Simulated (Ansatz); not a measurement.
# Rh: the cost of one run

Method: DFT PBEsol, scalar-relativistic, plane waves, PAW, in Ansatz 0.2.0.

The COD entry's cell or inner coordinates are ideal or old and differ from later refinements, so a difference from it is no clean test against experiment.

1 further run of the same task is left out (set aside as unsound or not needed).

### Step 1. Starting point

The structure is cubic, space group Fm-3m (No. 225). Conventional cell: a = 3.780 Å, b = 3.780 Å, c = 3.780 Å, α = 90.00°, β = 90.00°, γ = 90.00°. Around Rh (site symmetry m-3m) lie 12 Rh at 2.67 Å.

As a file:

```cif
data_structure
_symmetry_space_group_name_H-M 'Fm-3m'
_symmetry_Int_Tables_number 225
_cell_length_a 3.7800
_cell_length_b 3.7800
_cell_length_c 3.7800
_cell_angle_alpha 90.000
_cell_angle_beta 90.000
_cell_angle_gamma 90.000
_cell_volume 54.01
loop_
_atom_site_label
_atom_site_type_symbol
_atom_site_symmetry_multiplicity
_atom_site_Wyckoff_symbol
_atom_site_fract_x
_atom_site_fract_y
_atom_site_fract_z
_atom_site_occupancy
Rh1 Rh 4 a 0.00000 0.00000 0.00000 1
```

This cell was relaxed beforehand with the same method: volume 13.50 Å³/atom, gap on the mesh none (metal).

### Step 2. Building the [110] wire, 17 host atoms a period

The wire is cut from the relaxed crystal, periodic along c with vacuum across. Atoms and period relax; energies count from the bulk, -6338.7459 eV an atom.

The cell holds 17 Rh: a = 17.000 Å, b = 16.900 Å, c = 2.673 Å, α = 90.00°, β = 90.00°, γ = 90.00°.

### Step 3. Relaxing it

Pressure and volume refer to the whole cell with its vacuum; only the period along c may change.

The input, input.yaml:

```yaml
crystal:
  lattice:
    - [17.0, 0.0, 0.0]
    - [0.0, 16.9, 0.0]
    - [0.0, 0.0, 2.6728495601]
  atoms:
    - { symbol: Rh, position: [0.5, 0.7236674614, 0.0] }
    - { symbol: Rh, position: [0.5, 0.5, 0.0] }
    - { symbol: Rh, position: [0.5, 0.2763325386, 0.0] }
    - { symbol: Rh, position: [0.4213867776, 0.6118337307, 0.5] }
    - { symbol: Rh, position: [0.4213867776, 0.3881662693, 0.5] }
    - { symbol: Rh, position: [0.7358396671, 0.6118337307, 0.5] }
    - { symbol: Rh, position: [0.7358396671, 0.3881662693, 0.5] }
    - { symbol: Rh, position: [0.2641603329, 0.6118337307, 0.5] }
    - { symbol: Rh, position: [0.2641603329, 0.3881662693, 0.5] }
    - { symbol: Rh, position: [0.5786132224, 0.6118337307, 0.5] }
    - { symbol: Rh, position: [0.5786132224, 0.3881662693, 0.5] }
    - { symbol: Rh, position: [0.3427735553, 0.7236674614, 1.0] }
    - { symbol: Rh, position: [0.3427735553, 0.5, 1.0] }
    - { symbol: Rh, position: [0.3427735553, 0.2763325386, 1.0] }
    - { symbol: Rh, position: [0.6572264447, 0.7236674614, 0.0] }
    - { symbol: Rh, position: [0.6572264447, 0.5, 0.0] }
    - { symbol: Rh, position: [0.6572264447, 0.2763325386, 0.0] }
basis:
  ecutwfc: 420
kpoints:
  mp_grid: { grid: [1, 1, 20] }
hamiltonian:
  xc: pbesol
scf:
  occupations: { method: gaussian, width: 0.05 }
output:
  forces: true
  stress: true
  eigenvalues: true
  populations: true
  write_density: true
  write_potential: true
  elf: true
  volumetric_format: npy
relax:
  adjacent_minimum: "off"
  f_tol: 0.02
  max_steps: 45
  cell: { fix: [a, b, alpha, beta, gamma], stress_tol: 0.03 }
```

On the command line:

```console
ansatz run input.yaml --threads 4 --pin off --max-ram 11264MiB --backend cpu --events-out ev --progress --plain --runs-dir out
```

Q: Estimate wall time and peak memory on 4 threads of AMD EPYC 9R45 (Zen 5), shared host.

About 82 s, with a peak of 3 GiB.
